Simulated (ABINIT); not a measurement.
Input of an ABINIT 10.8.3 (patched build) run:

File run.abi:

```
# Pseudopotentials
pp_dirpath "./"
pseudos "Hf_sc.hgh, Ge.hgh"

# Structure
acell 7.2295011986 7.2295011817 6.4504225289
rprim
     1.0000000000     0.0000000000     0.0000000000
    -0.4999999999     0.8660254038     0.0000000000
     0.0000000000     0.0000000000     1.0000000000
ntypat 2
znucl 72 32
natom 2
typat 1 2
xred
     0.0000000000     0.0000000000     0.5000000000
     0.3333333300     0.6666666700     0.5000000000
chkprim 0
chksymtnons 0
tolsym 1.0e-6

# Plane-wave basis
ecut 1224.512381 eV

# k points
kptopt 1
ngkpt 6 6 6
nshiftk 1
shiftk 0.0 0.0 0.0

# Exchange and correlation
ixc 7

# Bands and occupations
nband 24
occopt 3
tsmear 0.05 eV

# Spin
nspinor 2
nspden 1
so_psp 2*1

# SCF cycle
nstep 100
tolvrs 1.0e-10

# Output
iomode 3
prtwf 0
prtden 0
prteig 0
prtebands 0
enunit 1
```

Potentials or basis: HGH LDA semicore.

Command:

```sh
$ mpirun --bind-to none -np 4 abinit run.abi > log 2>&1
```

(1) Estimate the pressure.

(2) Predict the band gap on the k mesh.

Results:

(1) 41.7 GPa.

(2) none (metal or under the smearing width).

Caveat: HGH potentials are hard and often keep d shells in the core, so these values are rough.
